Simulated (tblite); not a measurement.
# C5H11BO3: the cost of one run

Programs: tblite 0.8.0 and PySCF 2.14.0, with density-fitted response routines of our own. Each step states its level of theory. These are calculated values for one molecule, in the gas phase or a continuum, unless marked as measured. Atoms count from 0, in the outputs and in this text.

## Step 1: The molecule as given

20 atoms, charge 0, multiplicity 1; geometry from: force field or distance geometry start.

Bonds of the start (Å): C0–C1 1.30, C1–O2 1.41, O2–B3 1.47, B3–O4 1.49, B3–O5 1.44, O5–C6 1.38, C6–C7 1.51, C6–C8 1.51, C0–H9 1.06, C0–H10 1.10, C1–H11 1.08, O4–H12 1.01, C6–H13 1.10, C7–H14 1.11, C7–H15 1.09, C7–H16 1.12, C8–H17 1.11, C8–H18 1.12, C8–H19 1.11.

## Step 2: Relaxing the molecule with GFN2-xTB

The job: settings as JSON, then the geometry in Å.

```
{"job": {"kind": "relax", "xc": "GFN2-xTB", "basis": "xTB"}, "charge": 0, "multiplicity": 1}
C     -3.329400    -0.582500    -0.258500
C     -2.759800     0.435900     0.313900
O     -1.970300     0.353400     1.473600
B     -0.563300    -0.045700     1.309200
O      0.279000     0.127900     2.528500
O     -0.026300    -0.060900    -0.021800
C      1.348900    -0.016800    -0.119900
C      1.752600    -1.317200    -0.782400
C      1.831200     1.160300    -0.936300
H     -3.296100    -1.587900     0.078800
H     -3.923900    -0.366100    -1.163300
H     -2.876700     1.422000    -0.107800
H      0.095700     1.015300     2.966100
H      1.866900     0.012100     0.850400
H      1.539200    -1.315900    -1.869500
H      2.823800    -1.449900    -0.617800
H      1.205400    -2.153600    -0.269200
H      1.682700     1.000800    -2.026900
H      1.388900     2.129800    -0.586600
H      2.926700     1.250000    -0.763700
```

On the command line:

```console
$ OMP_NUM_THREADS=1 python probes_run.py task.json out
```

This one command runs all jobs of the session in turn.

Q: Estimate the wall time and peak memory of this first job on 1 thread of Intel Xeon at 2.50GHz, shared host.

About 3.7 s, with a peak of 0.18 GiB.
